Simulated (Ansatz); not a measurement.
## SnSe2, space group P-3m1: a band structure, step by step

Program: the Ansatz DFT code, driven from Python.

`POSCAR_snse2`
```text
SnSe2
1.0
   3.81100000    0.00000000    0.00000000
  -1.90550000    3.30042281    0.00000000
   0.00000000    0.00000000    6.13600000
Sn Se
1 2
Direct
   0.00000000    0.00000000    0.00000000
   0.33333333    0.66666667    0.24900000
   0.66666667    0.33333333    0.75100000
```

The cells in order, each with its output:

**Cell 1**
```python
import warnings

import ansatz as az
from ase.io import read
import numpy as np
```

**Cell 2**
```python
warnings.simplefilter("ignore", az.DeckWarning)
```

**Cell 3**
```python
atoms = read("POSCAR_snse2", format="vasp")
cell = az.Crystal.from_ase(atoms)

len(cell.resolved().sites)
```
Output:
```text
3
```

**Cell 4**
```python
path = [
    ("G", (0.0, 0.0, 0.0)),
    ("M", (0.5, 0.0, 0.0)),
    ("K", (0.33333, 0.33333, 0.0)),
    ("G", (0.0, 0.0, 0.0)),
    ("A", (0.0, 0.0, 0.5)),
    ("L", (0.5, 0.0, 0.5)),
    ("H", (0.33333, 0.33333, 0.5)),
    ("A", (0.0, 0.0, 0.5)),
]
calc = (
    cell.calculation()
    .kpoints(mesh=(6, 6, 4))
    .occupations("cold", width=0.01)
    .functional(az.Functional.PBE)
    .basis(21 * az.Ha)
    .band_structure([point for _, point in path], intervals=4)
    .scf(extra_bands=8)
)
def show(event):
    row = event["data"]
    if event["event"] == "scf_iter" and row.get("harris_foulkes_ev") is not None:
        print(f"  iteration {row['iter']:3d}  Harris-Foulkes {row['harris_foulkes_ev']:.5f} eV  residual {row['dr2_ev']:.2e}")
```

**Cell 5**
```python
res = calc.session().plan().execute(on_event=show)
report = res.report

[(site.symbol, site.position_frac.round(4).tolist()) for site in res.lattice.sites]
```
Output:
```text
  iteration   1  Harris-Foulkes -16963.26815 eV  residual 3.00e-03
  iteration   2  Harris-Foulkes -16963.26691 eV  residual 2.36e-04
  iteration   3  Harris-Foulkes -16963.26699 eV  residual 5.53e-05
  iteration   4  Harris-Foulkes -16963.26704 eV  residual 4.10e-06
  iteration   5  Harris-Foulkes -16963.26705 eV  residual 2.53e-07
  iteration   6  Harris-Foulkes -16963.26705 eV  residual 3.04e-08
[(<Element.SN: 'Sn'>, [0.0, 0.0, 0.0]), (<Element.SE: 'Se'>, [0.3333, 0.6667, 0.249]),
 (<Element.SE: 'Se'>, [0.6667, 0.3333, 0.751])]
```

**Cell 6**
```python
for key in ("converged", "n_iterations", "n_electrons", "n_kpoints", "n_pw", "n_symmetry_ops", "free_energy_ev", "fermi_energy_ev"):
    print(f"{key:18s} {report[key]}")
```
Output:
```text
converged          True
n_iterations       6
n_electrons        46.0
n_kpoints          24
n_pw               2357
n_symmetry_ops     12
free_energy_ev     -16963.267047126457
fermi_energy_ev    8.526020964859468
```

**Cell 7**
```python
print(len(report["kpoints_frac"]), "irreducible k-points (fractions, weight)")
for k, weight in list(zip(report["kpoints_frac"], report["kweights"]))[:8]:
    print("  {:8.4f} {:8.4f} {:8.4f}".format(*k), f"{weight:10.6f}")
```
Output:
```text
24 irreducible k-points (fractions, weight)
    0.0000   0.0000   0.0000   0.006944
    0.0000   0.0000   0.2500   0.013889
    0.0000   0.0000  -0.5000   0.006944
    0.0000   0.1667   0.0000   0.041667
    0.0000   0.1667   0.2500   0.041667
    0.0000   0.1667  -0.5000   0.041667
    0.0000   0.1667  -0.2500   0.041667
    0.0000   0.3333   0.0000   0.041667
```

**Cell 8**
```python
bands = res.band_structure()
fermi = bands.fermi_energy_ev
print(f"zero of the bands: {fermi:.3f} eV, the Fermi level found on the SCF mesh")
for spin, channel in enumerate(bands.channels):
    levels = channel.eigenvalues_ev - fermi
    crossing = [b for b in range(levels.shape[1]) if levels[:, b].min() < 0 < levels[:, b].max()]
    print(f"channel {spin}: bands that cross the Fermi level on this path:", [b + 1 for b in crossing] or "none")
    shown = crossing or sorted(np.argsort(np.abs(levels).min(axis=0))[:2])
    for k, row in zip(bands.kpoints_frac, levels[:, shown]):
        print(f"{k[0]:7.3f} {k[1]:7.3f} {k[2]:7.3f}  ", " ".join(f"{e:8.3f}" for e in row))
```
Output:
```text
zero of the bands: 8.526 eV, the Fermi level found on the SCF mesh
channel 0: bands that cross the Fermi level on this path: none
  0.000   0.000   0.000     -0.419    0.685
  0.125   0.000   0.000     -0.411    1.706
  0.250   0.000   0.000     -0.545    1.594
  0.375   0.000   0.000     -0.659    0.946
  0.500   0.000   0.000     -0.716    0.746
  0.458   0.083   0.000     -1.052    0.938
  0.417   0.167   0.000     -1.629    1.147
  0.375   0.250   0.000     -1.725    1.090
  0.333   0.333   0.000     -1.935    1.020
  0.250   0.250   0.000     -1.209    1.308
  0.167   0.167   0.000     -0.564    1.804
  0.083   0.083   0.000     -0.374    1.860
  0.000   0.000   0.000     -0.419    0.685
  0.000   0.000   0.125     -0.776    1.035
  0.000   0.000   0.250     -0.719    1.535
  0.000   0.000   0.375     -0.669    1.899
  0.000   0.000   0.500     -0.650    2.041
  0.125   0.000   0.500     -0.656    1.994
  0.250   0.000   0.500     -0.827    1.306
  0.375   0.000   0.500     -1.025    0.680
  0.500   0.000   0.500     -1.106    0.460
  0.458   0.083   0.500     -1.042    0.732
  0.417   0.167   0.500     -0.829    1.374
  0.375   0.250   0.500     -0.751    1.948
  0.333   0.333   0.500     -0.783    2.140
  0.250   0.250   0.500     -0.861    1.929
  0.167   0.167   0.500     -1.229    1.834
  0.083   0.083   0.500     -0.803    2.023
  0.000   0.000   0.500     -0.650    2.041
```

Notes:
- Total energies depend on the potentials; only differences at equal settings carry meaning. A total without «per atom» is that of the whole cell that was run.
- The zero of the levels is a convention of the potentials, so an absolute Fermi energy is no work function.
- In a crystal with a gap the Fermi level's place inside it depends on smearing and mesh.
- The structure is a deposited one; some such entries were measured under pressure or heat, so a shift against it needn't be the functional's error alone.
- Gaps and levels are Kohn-Sham values on a finite set of k-points, without spin-orbit coupling.
- Finished in 7.3 s on 1 thread of Intel(R) Xeon(R) Platinum 8259CL CPU @ 2.50GHz (Skylake/Cascade Lake) (shared host), peak memory 0.51 GiB.
